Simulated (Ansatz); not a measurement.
# CHGa2: the cost of one run

Method: the settings change from run to run; program: Ansatz 0.2.0, Gaussian basis.

33 further runs of the same task are left out: 2 for a known fault of the program, 20 that didn't finish, 11 set aside as unsound or not needed. Runs told in other sessions of the task aren't counted.

## (1) The system

The geometry is a PBE0/def2-TZVP stationary point (not a proven minimum) with its atoms shifted at random (size 0.040 Å). No spin-orbit coupling is included. The filled d shell of Ga may be among the frozen orbitals whatever the setting's name suggests.

4 atoms, charge 0, spin multiplicity 4.

Atoms are counted from 1 here; the program's logs count them from 0.

Bond lengths: C1–Ga2 1.988 Å, Ga2–Ga3 2.705 Å, Ga3–H4 1.809 Å. Angles: C1–Ga2–Ga3 150.8°, Ga2–Ga3–H4 47.4°.

Geometry (Å):

```xyz
4
charge 0, multiplicity 4
C    -0.02080    0.55027    2.92871
Ga   -0.02164   -0.21248    1.09264
Ga    0.02633    0.09920   -1.59388
H    -0.07645    1.27905   -0.22590
```

## (2) BCCD(T) on UHF/cc-pVDZ

File in.yaml:

```yaml
crystal:
  periodic: [false, false, false]
  atoms:
    - {symbol: C, position_ang: [-0.020804, 0.550273, 2.928706]}
    - {symbol: Ga, position_ang: [-0.021637, -0.212480, 1.092639]}
    - {symbol: Ga, position_ang: [0.026327, 0.099198, -1.593881]}
    - {symbol: H, position_ang: [-0.076450, 1.279052, -0.225900]}
basis:
  gaussian: {orbitals: cc-pVDZ}
magnetization: {spin_polarized: true, initial_magnetization: 3}
correlation: {method: bccd_t, electrons: outside_noble_gas}
scf: {lower_state_search: off}
output: {forces: true}
```

On the command line:

```
$ ansatz run in.yaml --threads 1 --pin off --events-out ev --progress --plain --max-ram 2393MiB
```

What time and memory should one allow on 1 thread of Arm Neoverse V1, shared host?

About 16 s, with a peak of 0.32 GiB.
